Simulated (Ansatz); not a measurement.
**WSi2 (Si2W-type): equation of state**

An exercise on one series of results from a longer session: the logs are not shown, and one member is left open.

Method: DFT r²SCAN, scalar-relativistic, plane waves, PAW, in Ansatz 0.2.0.

2 further runs of the same task are left out: 1 that didn't finish, 1 set aside as unsound or not needed. Runs told in other sessions of the task aren't counted.

## The system as given

It takes space group I4/mmm (No. 139, tetragonal). Conventional cell: a = 3.212 Å, b = 3.212 Å, c = 7.804 Å, α = 90.00°, β = 90.00°, γ = 90.00°. Around Si (site symmetry 4mm) lie 5 Si at 2.58 to 2.63 Å and 5 W at 2.61 Å. Around W (site symmetry 4/mmm) lie 10 Si at 2.61 Å.

As a file:

```cif
data_structure
_symmetry_space_group_name_H-M 'P 1'
_symmetry_Int_Tables_number 1
_cell_length_a 4.5148
_cell_length_b 4.5148
_cell_length_c 4.5148
_cell_angle_alpha 138.331
_cell_angle_beta 138.331
_cell_angle_gamma 60.397
_cell_volume 40.25
loop_
_atom_site_label
_atom_site_type_symbol
_atom_site_fract_x
_atom_site_fract_y
_atom_site_fract_z
_atom_site_occupancy
Si1 Si 0.33484 0.33484 0.00000 1
Si2 Si 0.66516 0.66516 0.00000 1
W1 W 0.00000 0.00000 0.00000 1
```

An earlier run at r²SCAN left this cell at 13.415 Å³/atom and 0.00 GPa (14×14×14 mesh).

Volume factors to run: 0.980, 1.020, 0.960, 1.040, 1.070.

The first run:

input.yaml

```yaml
crystal:
  lattice:
    - [-1.5949932891, 1.5949932891, 3.8758628851]
    - [1.5949932891, -1.5949932891, 3.8758628851]
    - [1.5949932891, 1.5949932891, -3.8758628851]
  atoms:
    - { symbol: Si, position: [0.3348428241, 0.3348428241, 0.0] }
    - { symbol: Si, position: [0.6651571759, 0.6651571759, 0.0] }
    - { symbol: W, position: [0.0, 0.0, 0.0] }
basis:
  ecutwfc: 500
  ecutrho_ratio: 4
kpoints:
  mp_grid: { grid: [14, 14, 14] }
hamiltonian:
  xc: r2scan
scf:
  occupations: { method: gaussian, width: 0.05 }
output:
  forces: true
  stress: true
  eigenvalues: true
relax:
  f_tol: 0.01
  max_steps: 40
  cell: { stress_tol: 0.1, fix: [volume] }
```

Launch:

```console
$ ansatz run input.yaml --threads 4 --pin off --max-ram 7168MiB --backend cpu --events-out ev --progress --plain --runs-dir out
```

Steps of the session up to this table: At 0.980 of the relaxed volume; Scaling the volume by 1.020; At 0.960 of the relaxed volume; Scaling the volume by 1.040; Scaling the volume by 1.070.

One of the session's tables, all rows but one given; the rest of the session is left out.

It belongs to the step «Energy and pressure against volume». 

```
volume (Å³/atom)  energy (meV/atom)  pressure (GPa)
          12.879              16.79           10.40
          13.147               4.05            4.92
          13.415               0.00            0.00
          13.684                  ?               ?
          13.952              14.53           -8.38
          14.354              42.26          -13.56
```

**Question.** Estimate the row for volume (Å³/atom) = 13.684.

Worked estimate for «energy (meV/atom)». A straight line through the neighbours (13.415, 0.00) and (13.952, 14.53) gives 0.00 + (14.53 − 0.00) × (13.684 − 13.415) / (13.952 − 13.415) = 7.28; a parabola fitted to 4 rows on both sides gives 3.91.

**Answer.** energy (meV/atom): 3.76; pressure (GPa): -4.42. In «energy (meV/atom)» the line misses by +3.52 and the parabola by +0.15.
